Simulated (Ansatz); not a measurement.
Predict the output of the script below (Ansatz's Python interface).

Script `ch4bcls.py`:
```python
# -*- coding: utf-8 -*-
import ansatz as az

BASIS_SET = "def2-TZVPP"
METHOD = "MP2"


def energy_of(molecule, charge=0, unpaired=0):
    calc = (
        molecule.calculation()
        .basis(gaussian=BASIS_SET)
        .correlation(METHOD)
    )
    if charge:
        calc = calc.charge(charge)
    if unpaired:
        calc = calc.spin("collinear", total=unpaired)
    return calc.run(threads=1).report["free_energy_ev"]

def without(molecule, index):
    rest = az.Crystal.molecule()
    for i, site in enumerate(molecule.cartesian_sites):
        if i != index:
            rest = rest.atom(site.symbol, site.position_ang)
    return rest


def main():
    geometry_ang = [
        ("C", [0.0544, 0.9935, -0.0416]),
        ("B", [-0.1126, -0.5119, -0.388]),
        ("S", [1.0739, -1.7349, 0.3478]),
        ("Cl", [-1.3698, -1.1004, -1.5101]),
        ("H", [0.8611, 1.2106, 0.6154]),
        ("H", [0.1656, 1.6233, -0.9936]),
        ("H", [-0.9046, 1.3841, 0.4344]),
        ("H", [0.3242, -1.9213, 1.4798]),
    ]
    system = az.Crystal.molecule()
    for symbol, xyz in geometry_ang:
        system = system.atom(symbol, xyz)

    whole = energy_of(system, 0)
    hydrogen = energy_of(az.Crystal.molecule().atom("H", (0, 0, 0)), 0, 1)
    print(f"E(molecule) = {whole:.5f} eV, E(H) = {hydrogen:.5f} eV")
    for index in [6, 7]:
        radical = energy_of(without(system, index), 0, 1)
        print(f"H{index}: homolysis {96.485332 * (radical + hydrogen - whole):.1f} kJ/mol")


if __name__ == "__main__":
    main()
```

```console
$ python ch4bcls.py
E(molecule) = -25106.87448 eV, E(H) = -13.60052 eV
H6: homolysis 458.4 kJ/mol
H7: homolysis 322.3 kJ/mol
```

Total energies depend on the basis set; only differences at equal settings carry meaning. The geometry is a force-field or estimated start, not a minimum of this method, and the basis set is short of its limit. All parts are taken at fixed geometry, without zero-point energy. The whole script took 24 s on 1 thread of Arm Neoverse V2, on a shared host, peak memory 0.49 GiB.
